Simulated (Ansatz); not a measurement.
The system is PtSe.

```
Pt Se
1.0
     0.00000    3.03745    3.03745
     3.03745    0.00000    3.03745
     3.03745    3.03745    0.00000
Pt Se
1 1
Direct
  0.00000 0.00000 0.00000
  0.25000 0.25000 0.25000
```

The cell comes from a database or a generator and needn't be the stable form of this composition.

Program: Ansatz 0.2.0. Alike in all runs: potentials or basis Ansatz PAW; cell as given; k mesh 4 × 4 × 4; cutoff (eV) 420; smearing fermi-dirac 0.05 eV; the mesh is coarse, so values aren't converged.

**Question.** Order these runs on this cell by their pressure, lowest first.
A. level HF; spin off
B. level HSEsol; spin off; points for each segment of the path 4
C. level PBE0; spin SOC, no magnetisation
D. level B3LYP; spin off

**Answer.** B (-15.7 GPa), C (-13.6 GPa), A (-11.7 GPa), D (-9.6 GPa).

Caveats: all runs use coarse meshes; the PAW data sets come from PBE, with cores solved anew for the run's functional, which leaves a small shift of forces and pressure; the thresholds are loose for stress; so large a pressure means that the cell lies far from this level's equilibrium, or that cutoff or potentials fall short (some runs).
